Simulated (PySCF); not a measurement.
# cis-Sn(PH3)2F4: geometry, NMR shifts and electronic excitations

Wanted: the NMR shifts and electronic excitations of cis-Sn(PH3)2F4 (`[F][Sn]([F])([F])([F])(<-[PH3])<-[PH3]`), by calculation.

The runs use PySCF 2.14.0, with density-fitted response routines of our own; the level of theory stands in each step. All values are computed, except where a source is named. Atoms are numbered from 0 throughout.

### 1 The starting structure

13 atoms, charge 0, multiplicity 1; geometry from: GFN2-xTB. The atoms were then displaced at random by about 0.03 Å, so the start is not that level's minimum.

Bonds of the start (Å): Sn0–P1 2.96, Sn0–F5 2.00, Sn0–P6 2.95, Sn0–F10 2.08, Sn0–F11 2.12, Sn0–F12 1.91, P1–H2 1.35, P1–H3 1.28, P1–H4 1.37, P6–H7 1.37, P6–H8 1.42, P6–H9 1.34.

### 2 Optimising the geometry at PBE0-D3(BJ)/def2-SVP

The job: settings as JSON, then the geometry in Å.

```
{"job": {"xc": "PBE0", "basis": "def2-SVP", "d3": "d3bj", "grid": 1, "maxiter": 40, "shake": 0.03, "kind": "geom"}, "charge": 0, "multiplicity": 1}
Sn    -1.045210    -0.065440    -1.099440
P     -0.828940    -0.022940     1.852900
H     -0.030070    -0.905830     2.480440
H     -1.814970    -0.249560     2.642960
H     -0.397340     1.096840     2.511010
F     -0.841110     0.040990    -3.085550
P      1.886600    -0.006990    -0.815710
H      2.560480    -1.079260    -0.296460
H      2.503670     0.969520     0.005000
H      2.658320     0.118160    -1.898910
F     -3.101700     0.003750    -0.816770
F     -0.702500     1.981390    -0.690680
F     -0.816590    -1.932720    -0.766570
```

Launch:

```sh
$ OMP_NUM_THREADS=1 python probes_run.py task.json out
```

One launch serves the whole session: the jobs run in the order shown.

Log:

```text
step   0  E = -1298.85495235  max force = 0.072167
step   1  E = -1298.89341274  max force = 0.027217
step   2  E = -1298.89607731  max force = 0.009818
step   3  E = -1298.89835012  max force = 0.014840
step   4  E = -1298.89930352  max force = 0.005885
step   5  E = -1298.89994498  max force = 0.003613
step   6  E = -1298.90015701  max force = 0.002960
step   7  E = -1298.90050609  max force = 0.004180
step   8  E = -1298.90099935  max force = 0.004479
step   9  E = -1298.90121541  max force = 0.002556
step  10  E = -1298.90138808  max force = 0.001768
step  11  E = -1298.90149957  max force = 0.001697
step  12  E = -1298.90175908  max force = 0.002043
step  13  E = -1298.90205984  max force = 0.003512
step  14  E = -1298.90234873  max force = 0.002684
step  15  E = -1298.90274267  max force = 0.001555
step  16  E = -1298.90283760  max force = 0.001292
step  17  E = -1298.90295213  max force = 0.001953
step  18  E = -1298.90307731  max force = 0.001783
step  19  E = -1298.90321726  max force = 0.001708
step  20  E = -1298.90331459  max force = 0.001164
step  21  E = -1298.90341365  max force = 0.002321
step  22  E = -1298.90349046  max force = 0.001573
step  23  E = -1298.90352424  max force = 0.000972
step  24  E = -1298.90354399  max force = 0.000627
step  25  E = -1298.90355336  max force = 0.000925
step  26  E = -1298.90356541  max force = 0.000687
step  27  E = -1298.90357696  max force = 0.000436
optimisation converged
```

Run time: 6 min. Hardware: 1 thread of Arm Neoverse V1, shared host; peak memory 0.57 GiB.

Relaxation path:

| step | energy from step 0 (eV) | largest force component (eV/Å) |
| --- | --- | --- |
| 0 | 0.0000 | 3.7110 |
| 1 | -1.0466 | 1.3996 |
| 2 | -1.1191 | 0.5049 |
| 3 | -1.1809 | 0.7631 |
| 4 | -1.2069 | 0.3026 |
| 5 | -1.2243 | 0.1858 |
| 6 | -1.2301 | 0.1522 |
| 7 | -1.2396 | 0.2149 |
| 8 | -1.2530 | 0.2303 |
| 9 | -1.2589 | 0.1314 |
| 10 | -1.2636 | 0.0909 |
| 11 | -1.2666 | 0.0873 |
| 12 | -1.2737 | 0.1051 |
| 13 | -1.2819 | 0.1806 |
| 14 | -1.2897 | 0.1380 |
| 15 | -1.3004 | 0.0800 |
| 16 | -1.3030 | 0.0664 |
| 17 | -1.3061 | 0.1004 |
| 18 | -1.3095 | 0.0917 |
| 19 | -1.3134 | 0.0878 |
| 20 | -1.3160 | 0.0599 |
| 21 | -1.3187 | 0.1194 |
| 22 | -1.3208 | 0.0809 |
| 23 | -1.3217 | 0.0500 |
| 24 | -1.3222 | 0.0322 |
| 25 | -1.3225 | 0.0476 |
| 26 | -1.3228 | 0.0353 |
| 27 | -1.3231 | 0.0224 |

Distances of close pairs at the start and the end, largest changes first:

| bond | before (Å) | after (Å) | change (Å) |
| --- | --- | --- | --- |
| Sn0–P1 | 2.961 | 2.759 | -0.202 |
| Sn0–P6 | 2.946 | 2.755 | -0.191 |
| Sn0–F11 | 2.115 | 1.953 | -0.162 |
| Sn0–F10 | 2.077 | 1.934 | -0.143 |
| P1–H3 | 1.284 | 1.415 | +0.131 |
| P6–H9 | 1.336 | 1.414 | +0.078 |
| P1–H2 | 1.346 | 1.419 | +0.073 |
| Sn0–F5 | 1.999 | 1.932 | -0.068 |

The end geometry stands in the next job.

| at the end point | value |
| --- | --- |
| rotational constants (GHz, main isotopes) | 1.270, 0.938, 0.762 |
| dipole moment (D) | 7.31 |

### 3 Shielding tensors: PBE0/def2-TZVP+pcSseg-1

The job: settings as JSON, then the geometry in Å.

```
{"job": {"kind": "nmr", "xc": "PBE0", "basis": {"default": "pcSseg-1", "Sn": "def2-TZVP"}}, "charge": 0, "multiplicity": 1}
Sn    -0.817809    -0.149284    -0.804061
P     -0.853691    -0.004153     1.950697
H      0.296177     0.020719     2.782189
H     -1.548234    -1.076211     2.558581
H     -1.556206     1.092582     2.504098
F     -0.784921    -0.289738    -2.730233
P      1.897141     0.075629    -1.215749
H      2.624408    -1.004630    -1.771426
H      2.790407     0.440254    -0.176156
H      2.206264     1.091844    -2.149106
F     -2.715008    -0.181964    -0.431657
F     -0.451601     1.754845    -0.569813
F     -0.317998    -1.965016    -0.310465
```

With the program's defaults for keys left out, this is: GIAO PBE0/pcSseg-1 Sn:def2-TZVP NMR shielding, scalar relativity only through core potentials, gas phase.

Log:

```text
coarse grid: 56888 points
cycle   1  E = -1297.5394556360  dE = -3.517e+01  |g| = 2.876e+00  |ddm| = 3.157e+01
cycle   2  E = -1268.6180202267  dE =  2.892e+01  |g| = 1.052e+01  |ddm| = 2.607e+01
cycle   3  E = -1299.3199611915  dE = -3.070e+01  |g| = 7.690e-01  |ddm| = 2.492e+01
cycle   4  E = -1299.3191095582  dE =  8.516e-04  |g| = 7.631e-01  |ddm| = 1.202e+00
cycle   5  E = -1299.4082862804  dE = -8.918e-02  |g| = 1.107e-01  |ddm| = 5.797e-01
cycle   6  E = -1299.4110654463  dE = -2.779e-03  |g| = 4.641e-02  |ddm| = 1.696e-01
cycle   7  E = -1299.4112874093  dE = -2.220e-04  |g| = 2.688e-02  |ddm| = 4.953e-02
cycle   8  E = -1299.4113953940  dE = -1.080e-04  |g| = 4.888e-03  |ddm| = 1.973e-02
cycle   9  E = -1299.4113991101  dE = -3.716e-06  |g| = 9.482e-04  |ddm| = 4.085e-03
final grid: 116544 points
cycle  10  E = -1299.4112679031  dE = -1.365e-07  |g| = 1.258e-03  |ddm| = 2.760e-03
cycle  11  E = -1299.4112675431  dE =  3.600e-07  |g| = 2.002e-03  |ddm| = 2.691e-03
cycle  12  E = -1299.4112682088  dE = -6.656e-07  |g| = 1.896e-04  |ddm| = 1.442e-03
cycle  13  E = -1299.4112682165  dE = -7.769e-09  |g| = 2.899e-05  |ddm| = 2.224e-04
cycle  14  E = -1299.4112682166  dE = -1.146e-10  |g| = 1.289e-05  |ddm| = 2.815e-05
converged SCF energy = -1299.4112682166

GIAO shielding tensors (ppm)
atom      isotropic    diamagn.    paramagn.     s11        s22        s33       span
  0 Sn         nan         nan         nan        nan        nan        nan        nan
  1 P      518.582     968.221    -449.639    510.173    520.709    524.863     14.689
  2 H       28.032      29.296      -1.264     23.665     24.897     35.533     11.868
  3 H       27.675      28.205      -0.530     23.135     24.722     35.170     12.035
  4 H       27.737      28.311      -0.574     23.251     24.575     35.384     12.133
  5 F      288.757     474.075    -185.317    195.858    254.003    416.410    220.552
  6 P      518.143     968.062    -449.919    509.316    520.574    524.538     15.222
  7 H       27.784      28.011      -0.228     23.286     24.330     35.736     12.450
  8 H       28.012      29.322      -1.311     23.657     25.070     35.307     11.650
  9 H       27.631      28.088      -0.457     23.089     24.808     34.996     11.907
 10 F      284.123     474.442    -190.319    185.846    254.076    412.447    226.601
 11 F      202.280     478.261    -275.981     99.277    148.943    358.620    259.343
 12 F      210.373     477.704    -267.331    112.825    152.914    365.379    252.554
```

Run time: 38 s. Hardware: 1 thread of Arm Neoverse V1, shared host; peak memory 1.1 GiB.

Shifts follow as δ = σ(reference) − σ, with reference shieldings (ppm) from runs at the same level and on the same kind of geometry: 1H TMS 31.27, 19F CFCl3 177.2, 31P H3PO4 310.1. The references are single molecules in the gas phase, so shifts against H2O, NH3, PH3, H3PO4 or CFCl3 are not on the usual liquid scales and can be off by tens of ppm. Atoms listed in one row are averaged.

| atoms | environment | σ (ppm) | δ (ppm) |
| --- | --- | --- | --- |
| H2, H3, H4, H7, H8, H9 | hydrogen on a phosphorus bonded to Sn | 27.81 | 3.46 |
| P1, P6 | phosphorus bonded to Sn, 3 H | 518.4 | -208.2 |
| F11, F12 | fluorine bonded to Sn | 206.3 | -29.1 |
| F5, F10 | fluorine bonded to Sn | 286.4 | -109.2 |

Atoms past Kr carry core potentials, so their printed shieldings have no meaning and are left out of the table.

The run also stored atomic charges by several schemes (e):

| atoms | Mulliken | ESP fit |
| --- | --- | --- |
| Sn0 | 1.36 | 1.25 |
| P1, P6 | -0.03 | 0.02 |
| F5, F10 | -0.47 | -0.42 |
| F11, F12 | -0.47 | -0.46 |

Mayer bond orders: Sn0–P1 0.43, Sn0–F5 0.83, Sn0–P6 0.44, Sn0–F10 0.82, Sn0–F11 0.78, Sn0–F12 0.80.

With diffuse functions Mulliken charges and Mayer bond orders lose their meaning; the other schemes are steadier.

Orbitals, density, ELF and potential are computed afterwards from the orbital file.

Frontier orbitals at PBE0/def2-TZVP+pcSseg-1, with the share of their density that lies nearest to each atom:

| orbital | energy (eV) | lies on |
| --- | --- | --- |
| HOMO | -8.77 | P1, P6 about 25 % each; F11, F12 about 7 % each |
| LUMO | -1.76 | Sn0 35 %; F11, F12 about 10 % each; F5, F10 about 8 % each |

ELF in a plane through or near 7 of the atoms.

Values, 10 rows by 14 columns:
```
0.00 0.00 0.00 0.00 0.00 0.00 0.00 0.00 0.00 0.00 0.00 0.00 0.00 0.00
0.00 0.00 0.00 0.00 0.02 0.10 0.02 0.00 0.05 0.04 0.00 0.00 0.00 0.00
0.00 0.00 0.00 0.03 0.62 0.85 0.60 0.06 0.82 0.83 0.24 0.00 0.00 0.00
0.00 0.00 0.00 0.01 0.57 0.78 0.14 0.47 0.64 0.82 0.25 0.00 0.00 0.00
0.00 0.00 0.02 0.08 0.25 0.25 0.38 0.73 0.15 0.22 0.11 0.04 0.00 0.00
0.00 0.01 0.09 0.56 0.42 0.83 0.57 0.16 0.97 0.18 0.31 0.26 0.04 0.00
0.00 0.00 0.08 0.32 0.68 0.86 0.24 0.03 0.66 0.87 0.54 0.17 0.04 0.00
0.00 0.00 0.01 0.23 1.00 0.99 0.21 0.00 0.92 1.00 0.94 0.06 0.00 0.00
0.00 0.00 0.00 0.00 0.21 0.15 0.00 0.00 0.03 0.35 0.07 0.00 0.00 0.00
0.00 0.00 0.00 0.00 0.00 0.00 0.00 0.00 0.00 0.00 0.00 0.00 0.00 0.00
```
The map spans 11.3 Å across and 10.1 Å up, centred on the molecule. Atoms in the plane (x, y in Å): Sn0 (0.0, 1.2), P1 (2.1, -0.6), H2 (2.0, -2.0), F5 (-1.5, 2.4), P6 (-2.1, -0.6), H8 (-1.9, -2.0), F10 (1.5, 2.4).

On the surface of density 0.002 e/bohr³ the electrostatic potential runs, from the 1st to the 99th percentile, from -1.77 V near F5 to 1.63 V near H8.

### 4 Excited states and response: wB97X-D/def2-SVPD

Same as in step 3 but for these lines:

```diff
@@ -1,2 +1,2 @@
-{"job": {"kind": "nmr", "xc": "PBE0", "basis": {"default": "pcSseg-1", "Sn": "def2-TZVP"}}, "charge": 0, "multiplicity": 1}
+{"job": {"kind": "uv", "xc": "wB97X-D", "basis": "def2-SVPD", "ip": true, "nstates": 10}, "charge": 0, "multiplicity": 1}
 Sn    -0.817809    -0.149284    -0.804061
```

Method: TDDFT wB97X-D/def2-SVPD, vertical, gas phase, core orbitals frozen in the response.

Log:

```text
coarse grid: 56888 points
cycle   1  E = -1297.6638092706  dE = -2.213e+01  |g| = 2.707e+00  |ddm| = 1.507e+01
cycle   2  E = -1294.5684113503  dE =  3.095e+00  |g| = 4.323e+00  |ddm| = 1.646e+01
cycle   3  E = -1299.4314683540  dE = -4.863e+00  |g| = 7.486e-01  |ddm| = 8.405e+00
cycle   4  E = -1299.5107220932  dE = -7.925e-02  |g| = 4.509e-01  |ddm| = 1.307e+00
cycle   5  E = -1299.5446246074  dE = -3.390e-02  |g| = 4.605e-02  |ddm| = 5.924e-01
cycle   6  E = -1299.5454865562  dE = -8.619e-04  |g| = 2.505e-02  |ddm| = 1.239e-01
cycle   7  E = -1299.5456508586  dE = -1.643e-04  |g| = 1.276e-02  |ddm| = 5.593e-02
cycle   8  E = -1299.5456932572  dE = -4.240e-05  |g| = 2.431e-03  |ddm| = 2.571e-02
cycle   9  E = -1299.5456967558  dE = -3.499e-06  |g| = 4.395e-04  |ddm| = 1.088e-02
final grid: 116544 points
cycle  10  E = -1299.5424197243  dE = -5.715e-06  |g| = 1.525e-03  |ddm| = 1.131e-02
cycle  11  E = -1299.5424196774  dE =  4.686e-08  |g| = 1.639e-03  |ddm| = 3.410e-03
cycle  12  E = -1299.5424200846  dE = -4.072e-07  |g| = 2.001e-04  |ddm| = 1.704e-03
cycle  13  E = -1299.5424200918  dE = -7.134e-09  |g| = 3.736e-05  |ddm| = 3.157e-04
cycle  14  E = -1299.5424200924  dE = -6.510e-10  |g| = 3.168e-05  |ddm| = 1.278e-04
cycle  15  E = -1299.5424200927  dE = -2.215e-10  |g| = 5.441e-06  |ddm| = 4.574e-05
converged SCF energy = -1299.5424200927

Static polarisability (au): isotropic 93.448, principal 79.231 91.623 109.490

Singlet excitations
state   eV       nm        f      main configurations
  1   6.1662    201.1   0.37583   H->L 0.95
  2   6.6315    187.0   0.18580   H-1->L 0.92
  3   7.2973    169.9   0.00011   H-2->L 0.92
  4   7.3831    167.9   0.00162   H-3->L 0.76
  5   7.3969    167.6   0.00565   H-4->L 0.70, H-6->L 0.09, H-3->L 0.08
  6   7.5462    164.3   0.09318   H->L+1 0.68, H-6->L 0.09
  7   7.6392    162.3   0.01822   H->L+2 0.58, H-7->L 0.14
  8   7.6690    161.7   0.01482   H-7->L 0.70, H->L+2 0.12
  9   7.7639    159.7   0.00260   H-8->L 0.77
 10   7.7832    159.3   0.01279   H-9->L 0.70

Triplet excitations (Tamm-Dancoff, eV): 5.3875 5.7076 6.5721 6.7177
Vertical ionisation energy (delta-SCF) = 10.8363 eV
Vertical electron affinity (delta-SCF) = 0.2312 eV
```

Wall time 3.4 min (1 thread of Arm Neoverse V1, shared host); peak memory 1.2 GiB.

Frontier orbitals and where they lie:

| orbital | eV | atoms |
| --- | --- | --- |
| HOMO−3 | -12.56 | F10 37 %, F5 29 %, F12 17 % |
| HOMO−2 | -12.52 | F5 37 %, F10 30 %, F12 18 % |
| HOMO−1 | -11.15 | P6 22 %, P1 19 %, F11 16 % |
| HOMO | -10.67 | P1 28 %, P6 25 %, F11 7 % |
| LUMO | -0.31 | Sn0 30 %, F12 11 %, F11 11 % |
| LUMO+1 | 1.31 | P6 28 %, P1 21 %, H9 9 % |
| LUMO+2 | 1.51 | P1 28 %, P6 23 %, H7 8 % |

With each of the 10 states as a Gaussian band of 0.4 eV half-width at 1/e, the curve within the window shown has maxima at 198 nm (ε 18,000), 163 nm (ε 5,800) L/(mol cm). Beyond the last state computed it falls off for lack of states. The curve at chosen wavelengths:

```csv
nm,ε (L/mol/cm)
153,1409
156,2941
159,4641
161,5459
164,5750
167,4997
170,3917
172,3461
175,3617
178,4880
181,6954
183,8560
186,11022
189,13361
192,15426
194,16529
197,17504
200,17367
203,16010
205,14527
208,11767
211,8834
214,6169
216,4675
219,2923
222,1722
```

Leading natural transition orbitals of singlet state 1: the hole lies on P1, P6 about 23 % each; F11, F12 about 11 % each; the particle on Sn0 36 %; F11, F12 about 10 % each; F5, F10 about 8 % each.

Further results of this job:

| property | computed |
| --- | --- |
| dipole moment (D) | 7.25 |
| polarisability (Å³) | 13.85 |
| HOMO–LUMO gap (eV) | 10.36 |
| −ε(HOMO) (eV) | 10.67 |

### 5 NMR shieldings: wB97X-D/def2-TZVP+pcSseg-1

Same as in step 4 but for these lines:

```diff
@@ -1,2 +1,2 @@
-{"job": {"kind": "uv", "xc": "wB97X-D", "basis": "def2-SVPD", "ip": true, "nstates": 10}, "charge": 0, "multiplicity": 1}
+{"job": {"kind": "nmr", "xc": "wB97X-D", "basis": {"default": "pcSseg-1", "Sn": "def2-TZVP"}, "pop": false}, "charge": 0, "multiplicity": 1}
 Sn    -0.817809    -0.149284    -0.804061
```

Level: GIAO wB97X-D/pcSseg-1 Sn:def2-TZVP NMR shielding, scalar relativity only through core potentials, gas phase.

Log:

```text
coarse grid: 56888 points
cycle   1  E = -1298.5285458724  dE = -3.582e+01  |g| = 2.602e+00  |ddm| = 3.171e+01
cycle   2  E = -1298.8568255424  dE = -3.283e-01  |g| = 2.734e+00  |ddm| = 7.074e+00
cycle   3  E = -1299.9816783291  dE = -1.125e+00  |g| = 3.704e-01  |ddm| = 2.797e+00
cycle   4  E = -1299.9957114051  dE = -1.403e-02  |g| = 2.985e-01  |ddm| = 5.554e-01
cycle   5  E = -1300.0088375880  dE = -1.313e-02  |g| = 2.063e-02  |ddm| = 2.039e-01
cycle   6  E = -1300.0090284482  dE = -1.909e-04  |g| = 1.437e-02  |ddm| = 4.553e-02
cycle   7  E = -1300.0090749217  dE = -4.647e-05  |g| = 4.845e-03  |ddm| = 1.698e-02
cycle   8  E = -1300.0090828988  dE = -7.977e-06  |g| = 1.047e-03  |ddm| = 8.989e-03
final grid: 116544 points
cycle   9  E = -1300.0056989179  dE = -1.049e-05  |g| = 2.432e-03  |ddm| = 1.576e-02
cycle  10  E = -1300.0056988240  dE =  9.392e-08  |g| = 2.662e-03  |ddm| = 3.593e-03
cycle  11  E = -1300.0056997645  dE = -9.405e-07  |g| = 2.926e-04  |ddm| = 1.887e-03
cycle  12  E = -1300.0056997811  dE = -1.655e-08  |g| = 6.123e-05  |ddm| = 2.815e-04
cycle  13  E = -1300.0056997844  dE = -3.317e-09  |g| = 1.677e-05  |ddm| = 2.238e-04
cycle  14  E = -1300.0056997846  dE = -2.087e-10  |g| = 8.647e-06  |ddm| = 5.917e-05
converged SCF energy = -1300.0056997846

GIAO shielding tensors (ppm)
atom      isotropic    diamagn.    paramagn.     s11        s22        s33       span
  0 Sn         nan         nan         nan        nan        nan        nan        nan
  1 P      515.475     968.342    -452.868    506.849    517.528    522.047     15.197
  2 H       28.168      29.478      -1.310     23.821     25.035     35.647     11.826
  3 H       27.803      28.326      -0.523     23.268     24.870     35.272     12.005
  4 H       27.868      28.437      -0.569     23.387     24.729     35.489     12.102
  5 F      298.241     474.408    -176.167    208.548    266.500    419.675    211.127
  6 P      514.929     968.171    -453.241    505.891    517.339    521.558     15.667
  7 H       27.919      28.114      -0.196     23.429     24.491     35.837     12.408
  8 H       28.146      29.511      -1.365     23.808     25.205     35.425     11.616
  9 H       27.757      28.204      -0.446     23.223     24.952     35.098     11.875
 10 F      293.759     474.788    -181.029    198.662    266.630    415.985    217.324
 11 F      215.298     478.728    -263.430    116.157    164.371    365.367    249.210
 12 F      223.278     478.119    -254.841    129.715    168.654    371.465    241.751
```

Run time: 38 s. Hardware: 1 thread of Arm Neoverse V1, shared host; peak memory 1.2 GiB.

This run: δ P1 -208.0, F11 -32.1, F5 -108.8, H2 3.44 ppm (means over like atoms).

### 6 Run by run: NMR shifts

Shifts (ppm), means over like atoms, with basis size and wall time:

| run | H2 | P1 | F11 | F5 | functions | time |
| --- | --- | --- | --- | --- | --- | --- |
| PBE0/def2-TZVP+pcSseg-1 | 3.46 | -208.2 | -29.1 | -109.2 | 196 | 38 s |
| wB97X-D/def2-TZVP+pcSseg-1 | 3.44 | -208.0 | -32.1 | -108.8 | 196 | 38 s |

### 7 Results

| quantity | value |
| --- | --- |
| rotational constants (main isotopes) | 1.27, 0.94, 0.76 GHz |
| 1H shifts against TMS (PBE0/def2-TZVP+pcSseg-1, means over atoms taken as alike) | 3.46 ppm |
| 31P shifts against H3PO4 (PBE0/def2-TZVP+pcSseg-1, means over atoms taken as alike) | -208.2 ppm |
| 19F shifts against CFCl3 (PBE0/def2-TZVP+pcSseg-1, means over atoms taken as alike) | -29.1, -109.2 ppm |
| surface potential, 1st and 99th percentile | -1.77 V and 1.63 V |
| lowest singlet (wB97X-D/def2-SVPD) | 6.17 eV (201 nm), f = 0.376 |
| lowest triplet | 5.39 eV |
| vertical ionisation energy (ΔSCF) | 10.84 eV |
| vertical electron affinity (ΔSCF) | 0.23 eV |
| range of the shift of F11 | -32.1 to -29.1 ppm |

**Reading.** The start was shaken at random, so part of the energy gained undoes that. Over 27 steps the energy fell by 1.323 eV; of the close pairs, Sn0–P1 changed most, 2.961 to 2.759 Å. At PBE0/def2-TZVP+pcSseg-1: The largest span, 256 ppm, is at F11, F12, where the paramagnetic term is -272 ppm. At PBE0/def2-TZVP+pcSseg-1, counted by nearest atom on the grid, the HOMO lies on P1, P6 about 25 % each; F11, F12 about 7 % each, the LUMO on Sn0 35 %; F11, F12 about 10 % each. The lowest singlet, at 6.17 eV, is HOMO→LUMO 0.95 and is bright. The lowest triplet lies 0.78 eV below the lowest singlet (triplets in Tamm-Dancoff, singlets in full TDDFT). Spin-orbit coupling, left out, mixes singlets and triplets in elements this heavy. The orbital energy would give 10.67 eV for ionisation, ΔSCF gives 10.84 eV. In ppm, F11 (with its like atoms) moves most: its shift spreads over 3.1 ppm, from -32.1 (wB97X-D/def2-TZVP+pcSseg-1) to -29.1 (PBE0/def2-TZVP+pcSseg-1). Spin-orbit coupling is left out, which matters for shieldings and couplings at and beside the heavy atoms.
